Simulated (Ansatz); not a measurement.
# H9NSiSn: the cost of one run

Program: Ansatz 0.2.0. Level of theory: RKS PBE/def2-SVP. These are calculated values, not measurements.

## (1) The system as given

Bond lengths: Sn1–H3 1.740 Å, Sn1–H4 1.739 Å, Sn1–H5 1.739 Å, Sn1–N6 2.400 Å, N6–H7 1.060 Å, N6–Si8 1.820 Å, Si8–H9 1.460 Å, Si8–H10 1.460 Å, Si8–H11 1.460 Å. Angles (14 of 15 angles, heavy atoms first): Sn1–N6–Si8 120.0°, H3–Sn1–N6 178.9°, H4–Sn1–N6 70.0°, H5–Sn1–N6 70.0°, Sn1–N6–H7 120.0°, H7–N6–Si8 120.0°, N6–Si8–H9 109.5°, N6–Si8–H10 109.5°, N6–Si8–H11 109.5°, H3–Sn1–H4 109.5°, H3–Sn1–H5 109.5°, H4–Sn1–H5 109.5°, H9–Si8–H10 109.4°, H9–Si8–H11 109.4°.

Structure file:

```xyz
12

Sn    0.0000    0.0000    0.0000
H     0.0000    0.0000    2.0900
H     1.6408    0.0000   -0.5794
H    -0.8195    1.4198   -0.5794
H    -0.8195   -1.4198   -0.5794
N    -2.2776    0.0000    0.7568
H    -2.9976   -0.6071    0.2705
Si   -2.7684    1.0424    2.1656
H    -3.4362    0.2206    3.1707
H    -1.5821    1.6591    2.7522
H    -3.6810    2.0851    1.7058
H    -1.0919    0.0000    1.9721
```

## (2) A restrained relaxation towards end A

Springs on the bonds that form and break draw the guess towards this end; the thresholds are loose.

input.yaml

```yaml
crystal:
  periodic: [false, false, false]
  atoms:
    - { symbol: Sn, position_ang: [0.0, 0.0, 0.0] }
    - { symbol: H, position_ang: [0.0, 0.0, 2.09] }
    - { symbol: H, position_ang: [1.6408, 0.0, -0.5794] }
    - { symbol: H, position_ang: [-0.8195, 1.4198, -0.5794] }
    - { symbol: H, position_ang: [-0.8195, -1.4198, -0.5794] }
    - { symbol: "N", position_ang: [-2.2776, 0.0, 0.7568] }
    - { symbol: H, position_ang: [-2.9976, -0.6071, 0.2705] }
    - { symbol: Si, position_ang: [-2.7684, 1.0424, 2.1656] }
    - { symbol: H, position_ang: [-3.4362, 0.2206, 3.1707] }
    - { symbol: H, position_ang: [-1.5821, 1.6591, 2.7522] }
    - { symbol: H, position_ang: [-3.681, 2.0851, 1.7058] }
    - { symbol: H, position_ang: [-1.0919, 0.0, 1.9721] }
basis:
  gaussian: { orbitals: def2-SVP }
hamiltonian:
  xc: pbe
relax:
  f_tol: 0.15
  max_steps: 25
  restrain:
    - { distance: [0, 5], at: 3.3, k: 30.0 }
    - { distance: [11, 1], at: 1.86, k: 30.0 }
    - { distance: [0, 1], at: 1.74, k: 30.0 }
    - { distance: [11, 5], at: 1.06, k: 30.0 }
```

On the command line:

```sh
ansatz run input.yaml --threads 2 --pin off --max-ram 3072MiB --backend cpu --events-out ev --progress --plain --runs-dir out
```

**Question.** How long does this run take on 2 threads of AMD EPYC 7R43 (Zen 3), shared host, and how much memory does it need?

About 23 s, with a peak of 0.16 GiB.
